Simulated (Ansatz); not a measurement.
# C2H4OZn: one species, many methods

The task here is to estimate one member of a computed series from the others.

Method: functionals in def2-TZVPP, the program's frozen cores in correlated methods; program: Ansatz 0.2.0, Gaussian basis.

The runs, in order: LDA (SPW92), PBE-D4, revPBE-D4, BLYP-D4, r2SCAN-D4, B97M-V, PBE0-D4, B3LYP-D4, r2SCANh-D4, r2SCAN0-D4, HSE06-D4, BHLYP-D4, CAM-B3LYP-D4, LC-ωPBE, ωB97X-V, ωB97M-V, B2PLYP, PBE-QIDH; CCSD(T)/def2-SVP; CCSD(T)/def2-TZVPP; MP2/def2-QZVPP; extrapolation to the limit; RPA on PBE.

**The relaxed structure**

All runs share one geometry, relaxed beforehand with PBE0-D4 in a triple-zeta def2 set.

SMILES `C1[CH2][Zn][O]1`, 8 atoms, charge 0, spin multiplicity 1.

Atoms are counted from 1 here; the program's logs count them from 0.

Bond lengths: C1–C2 1.549 Å, C1–O4 1.420 Å, C1–H5 1.099 Å, C1–H6 1.099 Å, C2–Zn3 2.006 Å, C2–H7 1.088 Å, C2–H8 1.088 Å, Zn3–O4 1.873 Å. Angles: C2–C1–O4 112.7°, C2–C1–H5 108.2°, C2–C1–H6 108.2°, O4–C1–H5 109.4°, O4–C1–H6 109.4°, H5–C1–H6 108.7°, C1–C2–Zn3 80.0°, C1–C2–H7 116.0°, C1–C2–H8 115.9°, Zn3–C2–H7 115.3°, Zn3–C2–H8 115.3°, H7–C2–H8 111.3°, C2–Zn3–O4 79.1°, C1–O4–Zn3 88.1°.

As a file:

```xyz
8

C     0.1414    0.6920   -0.1300
C    -0.2006   -0.6738    0.5154
Zn    0.0118   -1.2380   -1.3981
O     0.3515    0.5992   -1.5310
H    -0.6885    1.3846    0.0703
H     1.0497    1.0822    0.3511
H     0.5415   -1.0753    1.2030
H    -1.2067   -0.7709    0.9193
```

Set-up of the first run:

The input, in.yaml:

```yaml
crystal:
  periodic: [false, false, false]
  atoms:
    - {symbol: C, position_ang: [0.141438, 0.691991, -0.130028]}
    - {symbol: C, position_ang: [-0.200624, -0.673810, 0.515371]}
    - {symbol: Zn, position_ang: [0.011764, -1.238025, -1.398078]}
    - {symbol: O, position_ang: [0.351475, 0.599237, -1.530961]}
    - {symbol: H, position_ang: [-0.688548, 1.384552, 0.070291]}
    - {symbol: H, position_ang: [1.049668, 1.082211, 0.351086]}
    - {symbol: H, position_ang: [0.541522, -1.075273, 1.202970]}
    - {symbol: H, position_ang: [-1.206686, -0.770892, 0.919349]}
basis:
  gaussian: {orbitals: def2-TZVPP}
hamiltonian: {xc: lda}
output: {orbitals: {seedname: orbitals}}
```

Run with:

```sh
ansatz run in.yaml --threads 2 --pin off --events-out ev --progress --plain --max-ram 4352MiB
```

Steps of the session up to this table: LDA; PBE-D4 (GGA); revPBE-D4 (GGA); BLYP-D4 (GGA); r2SCAN-D4 (meta-GGA); B97M-V (meta-GGA); PBE0-D4 (hybrid); B3LYP-D4 (hybrid); r2SCANh-D4 (hybrid); r2SCAN0-D4 (hybrid); HSE06-D4 (hybrid); BHLYP-D4 (hybrid); CAM-B3LYP-D4 (range-separated); LC-ωPBE (range-separated); ωB97X-V (range-separated); ωB97M-V (range-separated); B2PLYP (double hybrid); PBE-QIDH (double hybrid).

One table of the session follows, with a row left open; its other results are not shown here.

It belongs to the step «Frontier levels by functional». 

| functional | HOMO (eV) | LUMO (eV) | gap (eV) |
| --- | --- | --- | --- |
| LDA (SPW92) | -5.45 | -3.68 | 1.77 |
| PBE-D4 | -5.27 | -3.45 | 1.81 |
| revPBE-D4 | -5.20 | -3.36 | 1.83 |
| BLYP-D4 | -5.20 | -3.43 | 1.77 |
| r2SCAN-D4 | -5.50 | -3.31 | 2.19 |
| B97M-V | -5.60 | -3.50 | 2.10 |
| PBE0-D4 | -6.64 | -2.71 | 3.94 |
| B3LYP-D4 | -6.46 | -3.00 | 3.46 |
| r2SCANh-D4 | ? | ? | ? |
| r2SCAN0-D4 | -6.83 | -2.62 | 4.21 |
| HSE06-D4 | -6.24 | -3.07 | 3.17 |
| BHLYP-D4 | -7.83 | -2.04 | 5.79 |
| CAM-B3LYP-D4 | -8.10 | -1.89 | 6.20 |
| LC-ωPBE | -9.32 | -0.78 | 8.53 |
| ωB97X-V | -9.00 | -0.87 | 8.13 |
| ωB97M-V | -8.96 | -1.02 | 7.94 |

Estimate the missing values for r2SCANh-D4.

Worked estimate for «HOMO (eV)». Against the share of exact exchange, r2SCAN-D4 (0, -5.50), r2SCAN0-D4 (0.25, -6.83) give a slope of -5.32 per unit share; at 0.1 the line stands at -6.03.

As computed: HOMO (eV): -6.03; LUMO (eV): -3.03; gap (eV): 3.00. In «HOMO (eV)» the line misses by 0.00.
